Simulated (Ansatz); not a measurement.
**C2H7AlSn: up Jacob's ladder to CCSD(T)**

How much do the methods differ for C2H7AlSn? The plan is to run it at one geometry with functionals of several rungs and with coupled cluster. The yardstick is the atomisation energy at the CCSD(T) limit.

Method: functionals in def2-TZVPP, the program's frozen cores in correlated methods; program: Ansatz 0.2.0, Gaussian basis.

Plan: PBE-D4, r2SCAN-D4, PBE0-D4, B3LYP-D4, ωB97X-V, ωB97M-V, B2PLYP; CCSD(T)/def2-TZVPP; MP2/def2-QZVPP; extrapolation to the limit.

## Step 1: The geometry

An earlier PBE0-D4 in a triple-zeta def2 set relaxation fixed the geometry. Sn takes the def2 core potential; no spin-orbit term is included.

SMILES `C=[C]([AlH2])[SnH3]`, 11 atoms, charge 0, spin multiplicity 1.

Atoms are counted from 1 here; the program's logs count them from 0.

Bond lengths: C1–C2 1.340 Å, C1–H5 1.092 Å, C1–H6 1.092 Å, C2–Al3 1.940 Å, C2–Sn4 2.135 Å, Al3–H7 1.589 Å, Al3–H8 1.588 Å, Sn4–H9 1.710 Å, Sn4–H10 1.710 Å, Sn4–H11 1.712 Å. Angles: C2–C1–H5 121.8°, C2–C1–H6 123.9°, H5–C1–H6 114.2°, C1–C2–Al3 117.3°, C1–C2–Sn4 118.0°, Al3–C2–Sn4 124.8°, C2–Al3–H7 117.6°, C2–Al3–H8 120.7°, H7–Al3–H8 121.7°, C2–Sn4–H9 110.5°, C2–Sn4–H10 110.5°, C2–Sn4–H11 108.2°, H9–Sn4–H10 108.3°, H9–Sn4–H11 109.7°, H10–Sn4–H11 109.7°.

## Step 2: PBE-D4 (GGA)

Input file in.yaml:

```yaml
crystal:
  periodic: [false, false, false]
  atoms:
    - {symbol: C, position_ang: [0.490464, 1.531420, 0.191973]}
    - {symbol: C, position_ang: [0.209873, 0.220974, 0.173405]}
    - {symbol: Al, position_ang: [1.154553, -0.907754, 1.436827]}
    - {symbol: Sn, position_ang: [-1.235622, -0.473457, -1.236355]}
    - {symbol: H, position_ang: [1.219175, 1.954897, 0.887046]}
    - {symbol: H, position_ang: [0.024387, 2.263892, -0.470399]}
    - {symbol: H, position_ang: [2.197378, -0.209787, 2.411652]}
    - {symbol: H, position_ang: [0.885916, -2.471708, 1.484094]}
    - {symbol: H, position_ang: [-0.538104, -1.624790, -2.290345]}
    - {symbol: H, position_ang: [-2.549989, -1.212341, -0.430393]}
    - {symbol: H, position_ang: [-1.792633, 0.871753, -2.137007]}
basis:
  gaussian: {orbitals: def2-TZVPP}
hamiltonian: {xc: pbe, dispersion: d4}
output: {forces: true, orbitals: {seedname: orbitals}}
```

Run with:

```
$ ansatz run in.yaml --threads 4 --pin off --events-out ev --progress --plain --max-ram 10444MiB
```

After this run come: r2SCAN-D4 (meta-GGA); PBE0-D4 (hybrid); B3LYP-D4 (hybrid); ωB97X-V (range-separated); ωB97M-V (range-separated); B2PLYP (double hybrid); CCSD(T) in def2-TZVPP; MP2 in def2-QZVPP.

Before running them: what should the planned runs give, taken together? Wanted: atomisation energy, CCSD(T)/CBS; farthest; mean size of error, hybrid; mean size of error, range-separated; gap, smallest and largest; T1 diagnostic; triples share of the correlation energy.

As calculated:

```
                               quantity                                          value
        atomisation energy, CCSD(T)/CBS                                  3404.4 kJ/mol
 functionals within 34.0 kJ/mol (1.0 %)  PBE-D4, r2SCAN-D4, B3LYP-D4, ωB97X-V, ωB97M-V
                               farthest                          B2PLYP (-65.2 kJ/mol)
             mean size of error, hybrid                                    30.9 kJ/mol
    mean size of error, range-separated                                     8.0 kJ/mol
              gap, smallest and largest            3.58 eV (PBE-D4), 9.74 eV (ωB97X-V)
                          T1 diagnostic                                         0.0130
triples share of the correlation energy                                          3.6 %
```

PBE-D4 misses by -7.6 kJ/mol. Double hybrids carry the basis error of their MP2 part in triple zeta, and no dispersion term here, so their miss is partly the set-up's. The reference freezes the cores and leaves out spin-orbit coupling and excitations past (T), and its outer-core shells are covered unevenly, so misses under about 34.0 kJ/mol can't be ranked. All levels share the lack of spin-orbit coupling, which lowers the free heavy atoms and so the true binding. Hartree-Fock recovers 73 % of the binding; the rest is correlation. The gap grows from 3.6 to 9.7 eV across the functionals, mostly with the share of exact exchange. Correlated methods include outer-core shells of Sn, which these sets cover unevenly.
